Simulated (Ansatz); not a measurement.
# K+ with CH₆Si: superposition error and deformation, part 2 of 2

Ansatz 0.2.0, Gaussian basis.

## Step 11: B3LYP-D4/def2-TZVPPD

The input, free-b/in.yaml:

```yaml
crystal:
  periodic: [false, false, false]
  atoms:
    - {symbol: C, position_ang: [-0.973724, -0.446684, 1.017861]}
    - {symbol: Si, position_ang: [0.445266, 0.209180, -0.010455]}
    - {symbol: H, position_ang: [-0.757682, -0.350830, 2.084133]}
    - {symbol: H, position_ang: [-1.154322, -1.502015, 0.802194]}
    - {symbol: H, position_ang: [-1.892959, 0.104302, 0.807451]}
    - {symbol: H, position_ang: [0.689134, 1.647314, 0.285391]}
    - {symbol: H, position_ang: [0.147730, 0.077231, -1.462782]}
    - {symbol: H, position_ang: [1.696438, -0.543513, 0.278070]}
basis:
  gaussian: {orbitals: "def2-TZVPPD.json"}
hamiltonian: {xc: {name: B3LYP}, dispersion: d4}
```

The run is started by

```bash
ansatz run in.yaml --threads 4 --pin off --events-out ev --progress --plain --max-ram 9574MiB
```

What it wrote:

```text
Functional definition: B3LYP
  name "B3LYP"
  cite "Stephens, Devlin, Chabalowski & Frisch, J. Phys. Chem. 98, 11623 (1994) doi:10.1021/j100096a001"
  cite "Becke, Phys. Rev. A 38, 3098 (1988) doi:10.1103/PhysRevA.38.3098"
  cite "Lee, Yang & Parr, Phys. Rev. B 37, 785 (1988) doi:10.1103/PhysRevB.37.785"
  cite "Vosko, Wilk & Nusair, Can. J. Phys. 58, 1200 (1980) doi:10.1139/p80-159"
  parameter a0 = 0.2
  parameter ax = 0.72
  parameter ac = 0.81
  exchange = (1 - a0 - ax)*slater_x + ax*b88_x + a0*exact_x
  correlation = (1 - ac)*vwn_rpa_c + ac*lyp_c
843 factors; their error is unknown
mean field evaluation 1: about -9008.0842 eV, gradient 5.2e1 eV
mean field evaluation 2: about -9004.2686 eV, gradient 6.0e1 eV
mean field evaluation 4: about -9014.1048 eV, gradient 9.4e-1 eV
mean field evaluation 8: about -9014.1044 eV, gradient 1.5e-2 eV
mean field -9014.10436740 eV, -331.2622255226 hartree, gradient 3.4e-5 eV, S^2 0.000000; 0 other end points of the search recorded, 0 dependent functions left out
reference -9014.10461789 eV, -331.2622347279 hartree; 13, 13 occupied and 174, 174 virtual orbitals, 843 factors
Total energy: -9014.26902870 eV, -331.2682767137 hartree
```

Run time: 1.2 s. Hardware: 4 threads of Arm Neoverse V2, shared host.

## Step 12: wB97X-V/def2-TZVPPD

free-b/in.yaml: that of step 11 with these lines changed.

```diff
@@ -13,2 +13,2 @@
   gaussian: {orbitals: "def2-TZVPPD.json"}
-hamiltonian: {xc: {name: B3LYP}, dispersion: d4}
+hamiltonian: {xc: {name: wB97X-V}}
```

The run is started by

```bash
ansatz run in.yaml --threads 4 --pin off --events-out ev --progress --plain --max-ram 9574MiB
```

What it wrote, shortened:

```text
[... 5 set-up lines as earlier in the session ...]
[...]
      + integral(e_c_pw_opposite_spin*poly(b97_u_opposite, cos0, cos1)) + vv10(b, c)
843 factors; their error is unknown
273 factors; integrals over basis functions are off by at most 1.2e-5 eV
[...]
mean field -9011.67582910 eV, -331.1729783862 hartree, gradient 2.7e-5 eV, S^2 0.000000; 0 other end points of the search recorded, 0 dependent functions left out
reference -9011.67582709 eV, -331.1729783123 hartree; 13, 13 occupied and 174, 174 virtual orbitals, 843 factors
Total energy: -9011.67582709 eV, -331.1729783123 hartree
```

Run time: 3 s. Hardware: 4 threads of Arm Neoverse V2, shared host.

## Step 13: wB97M-V/def2-TZVPPD

free-b/in.yaml: that of step 12 with these lines changed.

```diff
@@ -13,2 +13,2 @@
   gaussian: {orbitals: "def2-TZVPPD.json"}
-hamiltonian: {xc: {name: wB97X-V}}
+hamiltonian: {xc: {name: wB97M-V}}
```

The run is started by

```bash
ansatz run in.yaml --threads 4 --pin off --events-out ev --progress --plain --max-ram 9574MiB
```

What it wrote, shortened:

```text
[... 5 set-up lines as earlier in the session ...]
  # Of w^i u^j: cxij and so on, Table III.
[...]
  gx(w, u) = 1 - cx + cx01*u + cx10*w
  gss(w, u) = css00 + css04*u^4 + css10*w + css20*w^2 + css43*w^4*u^3
  gos(w, u) = cos00 + cos10*w + (cos20 + cos21*u)*w^2 + (cos60 + cos61*u)*w^6
[...]
      + integral(e_c_pw_mod_opposite_spin*gos(b97_w_opposite, b97_u_opposite)) + vv10(b, c)
838 factors; their error is unknown
273 factors; integrals over basis functions are off by at most 1.2e-5 eV
[...]
mean field -9011.52347416 eV, -331.1673794453 hartree, gradient 1.2e-5 eV, S^2 0.000000; 0 other end points of the search recorded, 0 dependent functions left out
reference -9011.52352575 eV, -331.1673813413 hartree; 13, 13 occupied and 174, 174 virtual orbitals, 838 factors
Total energy: -9011.52352575 eV, -331.1673813413 hartree
```

Run time: 3.6 s. Hardware: 4 threads of Arm Neoverse V2, shared host.

## Step 14: B2PLYP/def2-TZVPPD

free-b/in.yaml: that of step 13 with these lines changed.

```diff
@@ -13,2 +13,2 @@
   gaussian: {orbitals: "def2-TZVPPD.json"}
-hamiltonian: {xc: {name: wB97M-V}}
+hamiltonian: {xc: {name: B2PLYP}}
```

The run is started by

```bash
ansatz run in.yaml --threads 4 --pin off --events-out ev --progress --plain --max-ram 9574MiB
```

What it wrote, shortened:

```text
[... 5 set-up lines as earlier in the session ...]
[...]
1026 factors; integrals over basis functions are off by at most 1.2e-3 eV
[...]
mean field -9005.88546415 eV, -330.9601863993 hartree, gradient 7.4e-6 eV, S^2 0.000000; 0 other end points of the search recorded, 0 dependent functions left out
6 core orbitals not correlated: weight in the atoms' cores, before any rotation towards them, 1.000 or more for the frozen orbitals, at most 0.000 for the correlated occupied ones
reference -9005.88561828 eV, -330.9601920632 hartree; 7, 7 occupied and 174, 174 virtual orbitals, 1026 factors
second order -10.54458887 eV of doubles, -0.00000000 eV of singles
Total energy: -9008.73265727 eV, -331.0648188165 hartree
```

It took 1.9 s on 4 threads of Arm Neoverse V2, shared host.

## Step 15: BLYP-D4/def2-TZVPPD

free-b/in.yaml: that of step 14 with these lines changed.

```diff
@@ -13,2 +13,2 @@
   gaussian: {orbitals: "def2-TZVPPD.json"}
-hamiltonian: {xc: {name: B2PLYP}}
+hamiltonian: {xc: {name: BLYP}, dispersion: d4}
```

The run is started by

```bash
ansatz run in.yaml --threads 4 --pin off --events-out ev --progress --plain --max-ram 9574MiB
```

What it wrote:

```text
Functional definition: BLYP
  name "BLYP"
[... 2 set-up lines as earlier in the session ...]
  parameter beta = 0.0042
  parameter a = 0.04918
  parameter b = 0.132
  parameter c = 0.2533
  parameter d = 0.349
  exchange = b88_x(beta = beta)
  correlation = lyp_c(a = a, b = b, c = c, d = d)
833 factors; their error is unknown
mean field evaluation 1: about -9003.0589 eV, gradient 6.3e1 eV
mean field evaluation 2: about -8988.7238 eV, gradient 8.7e1 eV
mean field evaluation 4: about -9012.2305 eV, gradient 3.0e0 eV
mean field evaluation 8: about -9012.2540 eV, gradient 3.7e-2 eV
mean field evaluation 16: about -9012.2257 eV, gradient 3.3e-5 eV
mean field -9012.22568066 eV, -331.1931850585 hartree, gradient 3.3e-5 eV, S^2 0.000000; 0 other end points of the search recorded, 0 dependent functions left out
reference -9012.22602628 eV, -331.1931977596 hartree; 13, 13 occupied and 174, 174 virtual orbitals, 833 factors
Total energy: -9012.45707741 eV, -331.2016887322 hartree
```

Wall time 1.1 s (4 threads of Arm Neoverse V2, shared host).

## Step 16: revPBE-D4/def2-TZVPPD

free-b/in.yaml: that of step 15 with these lines changed.

```diff
@@ -13,2 +13,2 @@
   gaussian: {orbitals: "def2-TZVPPD.json"}
-hamiltonian: {xc: {name: BLYP}, dispersion: d4}
+hamiltonian: {xc: {name: revPBE}, dispersion: d4}
```

The run is started by

```bash
ansatz run in.yaml --threads 4 --pin off --events-out ev --progress --plain --max-ram 9574MiB
```

What it wrote, shortened:

```text
Functional definition: revPBE
  name "revPBE"
  cite "Zhang & Yang, Phys. Rev. Lett. 80, 890 (1998) doi:10.1103/PhysRevLett.80.890"
[... 1 set-up line as earlier in the session ...]
  parameter kappa = 1.245
[... 3 set-up lines as earlier in the session ...]
833 factors; their error is unknown
mean field evaluation 1: about -9003.4220 eV, gradient 5.8e1 eV
mean field evaluation 2: about -8992.2641 eV, gradient 7.9e1 eV
mean field evaluation 4: about -9011.2235 eV, gradient 2.5e0 eV
mean field evaluation 8: about -9011.2383 eV, gradient 2.9e-2 eV
mean field evaluation 16: about -9011.2114 eV, gradient 3.5e-5 eV
mean field -9011.21139043 eV, -331.1559105799 hartree, gradient 3.5e-5 eV, S^2 0.000000; 0 other end points of the search recorded, 0 dependent functions left out
reference -9011.21144497 eV, -331.1559125841 hartree; 13, 13 occupied and 174, 174 virtual orbitals, 833 factors
Total energy: -9011.55804749 eV, -331.1686499919 hartree
```

Run time: 0.95 s. Hardware: 4 threads of Arm Neoverse V2, shared host.

## Step 17: B97M-V/def2-TZVPPD

free-b/in.yaml: that of step 16 with these lines changed.

```diff
@@ -13,2 +13,2 @@
   gaussian: {orbitals: "def2-TZVPPD.json"}
-hamiltonian: {xc: {name: revPBE}, dispersion: d4}
+hamiltonian: {xc: {name: B97M-V}}
```

The run is started by

```bash
ansatz run in.yaml --threads 4 --pin off --events-out ev --progress --plain --max-ram 9574MiB
```

What it wrote, shortened:

```text
[... 5 set-up lines as earlier in the session ...]
  # Of w^i u^j: cxij and so on, Table III.
[...]
  gx(w, u) = cx00 + cx01*u + cx02*u^2 + (cx10 + cx11*u)*w
  gss(w, u) = css00 + css02*u^2 + css10*w + (css32*w^3 + css42*w^4)*u^2
  gos(w, u) = cos00 + cos01*u + cos03*u^3 + cos10*w + cos32*w^3*u^2
[...]
      + integral(e_c_pw_mod_opposite_spin*gos(b97_w_opposite, b97_u_opposite)) + vv10(b, c)
833 factors; their error is unknown
[...]
mean field -9011.24503085 eV, -331.1571468424 hartree, gradient 1.9e-5 eV, S^2 0.000000; 0 other end points of the search recorded, 0 dependent functions left out
reference -9011.24509163 eV, -331.1571490759 hartree; 13, 13 occupied and 174, 174 virtual orbitals, 833 factors
Total energy: -9011.24509163 eV, -331.1571490759 hartree
```

Wall time 3.6 s (4 threads of Arm Neoverse V2, shared host).

## Step 18: HSE06-D4/def2-TZVPPD

free-b/in.yaml: that of step 17 with these lines changed.

```diff
@@ -13,2 +13,2 @@
   gaussian: {orbitals: "def2-TZVPPD.json"}
-hamiltonian: {xc: {name: B97M-V}}
+hamiltonian: {xc: hse06, dispersion: d4}
```

The run is started by

```bash
ansatz run in.yaml --threads 4 --pin off --events-out ev --progress --plain --max-ram 9574MiB
```

What it wrote, shortened:

```text
Functional definition: HSE06
  name "HSE06"
  cite "Heyd, Scuseria & Ernzerhof, J. Chem. Phys. 118, 8207 (2003) doi:10.1063/1.1564060"
  cite "Krukau, Vydrov, Izmaylov & Scuseria, J. Chem. Phys. 125, 224106 (2006) doi:10.1063/1.2404663"
  cite "Heyd & Scuseria, J. Chem. Phys. 120, 7274 (2004) doi:10.1063/1.1668634"
  cite "Ernzerhof & Perdew, J. Chem. Phys. 109, 3313 (1998) doi:10.1063/1.476928"
[... 2 set-up lines as earlier in the session ...]
[...]
  # The whole range is PBE's own exchange, as in plane waves. The composition of these papers is wPBEh.
[...]
850 factors; their error is unknown
98 factors; integrals over basis functions are off by at most 3.2e-6 eV
[...]
mean field -9008.10615690 eV, -331.0417953525 hartree, gradient 4.4e-5 eV, S^2 0.000000; 0 other end points of the search recorded, 0 dependent functions left out
reference -9008.10619672 eV, -331.0417968158 hartree; 13, 13 occupied and 174, 174 virtual orbitals, 850 factors
Total energy: -9008.18395496 eV, -331.0446543784 hartree
```

Wall time 1.1 s (4 threads of Arm Neoverse V2, shared host).

## Step 19: CCSD(T)/def2-TZVPPD

free-b/in.yaml: that of step 18 with these lines changed.

```diff
@@ -13,2 +13,2 @@
   gaussian: {orbitals: "def2-TZVPPD.json"}
-hamiltonian: {xc: hse06, dispersion: d4}
+correlation: {method: ccsd_t}
```

The run is started by

```bash
ansatz run in.yaml --threads 4 --pin off --events-out ev --progress --plain --max-ram 9574MiB
```

What it wrote, shortened:

```text
[... 4 set-up lines as earlier in the session ...]
[...]
1026 factors; integrals over basis functions are off by at most 1.2e-3 eV
[...]
mean field -8988.50982150 eV, -330.3216433093 hartree, gradient 2.3e-6 eV, S^2 0.000000; 0 other end points of the search recorded, 0 dependent functions left out
6 core orbitals not correlated: weight in the atoms' cores, before any rotation towards them, 1.000 or more for the frozen orbitals, at most 0.000 for the correlated occupied ones
reference -8988.50982150 eV, -330.3216433093 hartree; 7, 7 occupied and 174, 174 virtual orbitals, 1026 factors
second order -8.68913492 eV of doubles, -0.00000000 eV of singles
cycle   1  -9.43994344 eV  change   -7.5e-1 eV  update   6.4e-2
[...]
cycle   8  -9.75663320 eV  change   -6.9e-6 eV  update   1.4e-5
perturbative correction -0.31208653 eV, -0.0114689684 hartree
Total energy: -8998.57854122 eV, -330.6916619344 hartree
```

It took 10 s on 4 threads of Arm Neoverse V2, shared host; peak memory 1.8 GiB.

## Step 20: The split

```csv
method,interaction with counterpoise (kJ/mol),without,superposition error,deformation,binding energy
PBE-D4,-39.94,-40.44,0.50,2.36,-37.58
revPBE-D4,-43.69,-44.14,0.46,2.54,-41.15
BLYP-D4,-45.31,-45.93,0.61,2.85,-42.46
r2SCAN-D4,-32.47,-32.81,0.34,2.56,-29.91
B97M-V,-33.45,-33.71,0.26,2.23,-31.22
PBE0-D4,-38.00,-38.36,0.36,2.48,-35.52
B3LYP-D4,-42.86,-43.35,0.49,2.88,-39.98
HSE06-D4,-38.00,-38.35,0.36,2.49,-35.51
wB97X-V,-30.78,-31.19,0.41,2.82,-27.96
wB97M-V,-31.27,-31.63,0.36,2.82,-28.46
B2PLYP,-29.61,-30.35,0.75,3.02,-26.58
Hartree-Fock,-26.93,-27.11,0.19,3.52,-23.41
MP2,-29.49,-31.14,1.64,3.18,-26.32
CCSD,-28.91,-30.61,1.70,3.11,-25.80
CCSD(T),-29.29,-31.03,1.74,3.07,-26.22
```

## Step 21: What came out

What follows sums up all 2 parts.

```
            quantity          value
interaction, CCSD(T)  -29.29 kJ/mol
 superposition error    1.74 kJ/mol
         deformation    3.07 kJ/mol
      binding energy  -26.22 kJ/mol
```

What this shows: In this basis the superposition error is 1.74 kJ/mol for CCSD(T) and 0.42 kJ/mol on average for the plain functionals: correlated methods borrow far more, since they need many more functions to converge. Deformation takes back 10 % of the interaction.
